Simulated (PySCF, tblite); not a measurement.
# C5H9BCl2S: geometry, infrared bands and NMR shifts

Wanted: the infrared bands and NMR shifts of C5H9BCl2S (`C=C(SCCC)B(Cl)Cl`), by calculation.

Computed with tblite 0.8.0 and PySCF 2.14.0, with density-fitted response routines of our own, on a single molecule in the gas phase. Atoms count from 0, in the outputs and in this text.

## Step 1: The starting structure

18 atoms, charge 0, multiplicity 1; geometry from: force field or distance geometry start.

Bonds of the start (Å): C0–C1 1.32, C1–S2 1.78, S2–C3 1.80, C3–C4 1.50, C4–C5 1.51, C1–B6 1.58, B6–Cl7 1.86, B6–Cl8 1.86, C0–H9 1.06, C0–H10 1.10, C3–H11 1.12, C3–H12 1.10, C4–H13 1.14, C4–H14 1.09, C5–H15 1.14, C5–H16 1.11, C5–H17 1.11.

## Step 2: Optimising the geometry with GFN2-xTB

What the job is given:

```
{"job": {"kind": "relax", "xc": "GFN2-xTB", "basis": "xTB"}, "charge": 0, "multiplicity": 1}
C     -1.821400     0.380700     0.613300
C     -1.614700    -0.694300    -0.116700
S     -0.459200    -0.824800    -1.460700
C      0.467000     0.699300    -1.664500
C      1.438300     0.994000    -0.556600
C      2.493400    -0.076200    -0.402500
B     -2.434600    -2.000300     0.231100
Cl    -1.923900    -2.807900     1.828900
Cl    -4.273400    -1.796800     0.043900
H     -1.373400     1.333200     0.503800
H     -2.573100     0.284500     1.417400
H     -0.290200     1.529900    -1.649300
H      0.952800     0.784700    -2.649200
H      1.987700     1.947700    -0.838300
H      0.974800     1.148800     0.413300
H      3.364400     0.450900     0.101800
H      2.898100    -0.448100    -1.365300
H      2.178800    -0.899000     0.273200
```

Launch:

```bash
OMP_NUM_THREADS=1 python probes_run.py task.json out
```

One launch serves the whole session: the jobs run in the order shown.

**Question.** This job is followed by: GFN2-xTB harmonic vibrations, gas phase; GIAO PBE0/pcSseg-1 NMR shielding, non-relativistic, gas phase. What will the session give for the following? strongest single infrared mode (GFN2-xTB); zero-point energy (GFN2-xTB); 13C shifts against TMS (PBE0/pcSseg-1); 1H shifts against TMS (PBE0/pcSseg-1, means over atoms taken as alike); 33S shifts against CS2 (PBE0/pcSseg-1); 11B shifts against BF3·OEt2 (PBE0/pcSseg-1); 35Cl shifts against HCl (PBE0/pcSseg-1, means over atoms taken as alike).

As calculated:

| quantity | value |
| --- | --- |
| strongest single infrared mode (GFN2-xTB) | 953 cm⁻¹, 113 km/mol |
| zero-point energy (GFN2-xTB) | 82.8 kcal/mol |
| 13C shifts against TMS (PBE0/pcSseg-1) | 153.7, 133.0, 40.1, 21.9, 15.4 ppm |
| 1H shifts against TMS (PBE0/pcSseg-1, means over atoms taken as alike) | 6.71, 5.92, 2.77, 1.51, 1.17 ppm |
| 33S shifts against CS2 (PBE0/pcSseg-1) | 68 ppm |
| 11B shifts against BF3·OEt2 (PBE0/pcSseg-1) | 52.3 ppm |
| 35Cl shifts against HCl (PBE0/pcSseg-1, means over atoms taken as alike) | 242 ppm |

What this shows: Relaxing lowered the energy by 1.247 eV in 124 steps; the close pair that moved most is B6–Cl7, from 1.862 to 1.714 Å. All 48 modes are real, so the xTB geometry is a minimum. The strongest single mode, at 953 cm⁻¹, is carried by B6, H9, H10, C0. GFN2-xTB is a fitted tight-binding method: band positions and strengths are rough. Its intensities can rank the bands wrongly. C1 (fully substituted alkene carbon) lies farthest downfield among carbon, at 153.7 ppm; an sp2 carbon of a C=C bond. At PBE0/pcSseg-1: The widest tensor belongs to Cl7, Cl8: span 514 ppm, with a paramagnetic part of -438 ppm.
